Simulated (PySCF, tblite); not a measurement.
**C6H2Cl2O2− (doublet): geometry, infrared bands and EPR parameters**

What infrared bands and EPR parameters should C6H2Cl2O2− (doublet) (`O=C1C=C(Cl)[C]([O-])C=C1Cl`) show?

Computed with tblite 0.8.0 and PySCF 2.14.0, with density-fitted response routines of our own, on a single molecule in the gas phase. Atoms are numbered from 0 throughout.

### 1 The molecule as given

12 atoms, charge -1, multiplicity 2; geometry from: force field or distance geometry start.

Bonds of the start (Å): O0–C1 1.25, C1–C2 1.44, C2–C3 1.31, C3–Cl4 1.75, C3–C5 1.48, C5–O6 1.41, C5–C7 1.49, C7–C8 1.30, C8–Cl9 1.74, C8–C1 1.47, C2–H10 1.10, C7–H11 1.09.

### 2 Geometry optimisation with GFN2-xTB

The job: settings as JSON, then the geometry in Å.

```
{"job": {"kind": "relax", "xc": "GFN2-xTB", "basis": "xTB"}, "charge": -1, "multiplicity": 2}
O      0.927500     2.452300    -0.181600
C      0.505400     1.273000    -0.156000
C     -0.913800     1.013400    -0.111300
C     -1.386700    -0.206400    -0.086800
Cl    -3.125800    -0.433900    -0.034400
C     -0.557500    -1.436100    -0.068000
O     -0.768800    -1.966500     1.223100
C      0.893100    -1.099400    -0.094600
C      1.394200     0.103900    -0.134500
Cl     3.110200     0.412400    -0.169300
H     -1.658000     1.828200    -0.121700
H      1.581500    -1.941500    -0.090800
```

Started as:

```bash
> OMP_NUM_THREADS=1 python probes_run.py task.json out
```

One launch serves the whole session: the jobs run in the order shown.

**Question.** This job is followed by: GFN2-xTB harmonic vibrations, gas phase; UKS B3LYP, pcH-1 on C Cl H O, non-relativistic, mean-field spin-orbit, GIAO. What will the session give for the following? strongest single infrared mode (GFN2-xTB); zero-point energy (GFN2-xTB); g(iso) (B3LYP); ⟨S²⟩; largest a(iso) (averaged by class).

As calculated:

```
                                 quantity                     value
strongest single infrared mode (GFN2-xTB)     1560 cm⁻¹, 774 km/mol
             zero-point energy (GFN2-xTB)             39.2 kcal/mol
                           g(iso) (B3LYP)                   2.00563
                                     ⟨S²⟩        0.761 (exact 0.75)
       largest a(iso) (averaged by class)  17O on O0, O6, -21.5 MHz
```

What this shows: Relaxing lowered the energy by 2.544 eV in 56 steps; the close pair that moved most is C5–O6, from 1.412 to 1.245 Å. All 30 modes are real, so the xTB geometry is a minimum. The strongest single mode, at 1560 cm⁻¹, is carried by C5, C1, O6, O0. Unscaled tight-binding wavenumbers are off by several per cent, some by more. Its intensities can rank the bands wrongly. The largest spin populations lie on O0 (0.28 e), O6 (0.28 e). The isotropic g lies 3.3 ppt above the free-electron value. The conformer search found further structures of the same energy, which may be mirror or relabelled copies of this one.
